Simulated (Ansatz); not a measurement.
# CH3GeN (SMILES N#[C][GeH3]): single points off equilibrium

An exercise on one series of results from a longer session: the logs are not shown, and one member is left open.

Method: single points in def2-TZVPP; program: Ansatz 0.2.0, Gaussian basis.

Correlated methods freeze the cores. Filled d shells of the heavier atoms are correlated. B3LYP uses VWN-RPA correlation.

## The starting structure

SMILES `N#[C][GeH3]`, 6 atoms, charge 0, spin multiplicity 1.

Atoms are counted from 1 here; the program's logs count them from 0.

Bond lengths: N1–C2 1.216 Å, C2–Ge3 1.946 Å, Ge3–H4 1.327 Å, Ge3–H5 1.484 Å, Ge3–H6 1.332 Å. Angles: N1–C2–Ge3 172.5°, C2–Ge3–H4 101.6°, C2–Ge3–H5 102.1°, C2–Ge3–H6 104.9°, H4–Ge3–H5 108.9°, H4–Ge3–H6 125.1°, H5–Ge3–H6 111.2°.

Coordinates:

| atom | x (Å) | y (Å) | z (Å) |
| --- | --- | --- | --- |
| N1 | 0.53000 | -2.26130 | 0.80620 |
| C2 | 0.34540 | -1.13380 | 0.39000 |
| Ge3 | -0.18790 | 0.64500 | -0.19270 |
| H4 | -1.24820 | 0.37230 | -0.94300 |
| H5 | 0.93860 | 1.03480 | -1.07690 |
| H6 | -0.20430 | 1.37920 | 0.91910 |

Set-up of the first run:

Contents of run/in.yaml:

```yaml
crystal:
  periodic: [false, false, false]
  atoms:
    - {symbol: N, position_ang: [0.530000, -2.261300, 0.806200]}
    - {symbol: C, position_ang: [0.345400, -1.133800, 0.390000]}
    - {symbol: Ge, position_ang: [-0.187900, 0.645000, -0.192700]}
    - {symbol: H, position_ang: [-1.248200, 0.372300, -0.943000]}
    - {symbol: H, position_ang: [0.938600, 1.034800, -1.076900]}
    - {symbol: H, position_ang: [-0.204300, 1.379200, 0.919100]}
basis:
  gaussian: {orbitals: def2-TZVPP}
correlation: {method: ccsd_t}
output: {forces: true}
```

No record of the launch command was kept for these runs.

Steps of the session up to this table: CCSD(T)/def2-TZVPP; PBE0-D4/def2-TZVPP; wB97M-V/def2-TZVPP; r2SCAN-D4/def2-TZVPP; PBE-D4/def2-TZVPP; B3LYP-D4/def2-TZVPP; CAM-B3LYP-D4/def2-TZVPP.

One of the session's tables, all rows but one given; the rest of the session is left out.

| method | RMS force component (eV/Å) | angle to CCSD(T) forces (°) | dipole (D) |
| --- | --- | --- | --- |
| CCSD(T) | 2.689 | reference | 4.41 |
| PBE0-D4 | 3.071 | 7.6 | 4.52 |
| wB97M-V | 3.117 | 9.6 | 4.59 |
| r2SCAN-D4 | 2.887 | 5.3 | 4.48 |
| PBE-D4 | 2.730 | 1.9 | 4.36 |
| B3LYP-D4 | ? | ? | ? |
| CAM-B3LYP-D4 | 3.197 | 10.8 | 4.63 |

Estimate the missing values for B3LYP-D4.

As computed: RMS force component (eV/Å): 3.032; angle to CCSD(T) forces (°): 7.6; dipole (D): 4.54. In the column «RMS force component (eV/Å)» it lies between r2SCAN-D4 (2.887) and PBE0-D4 (3.071).
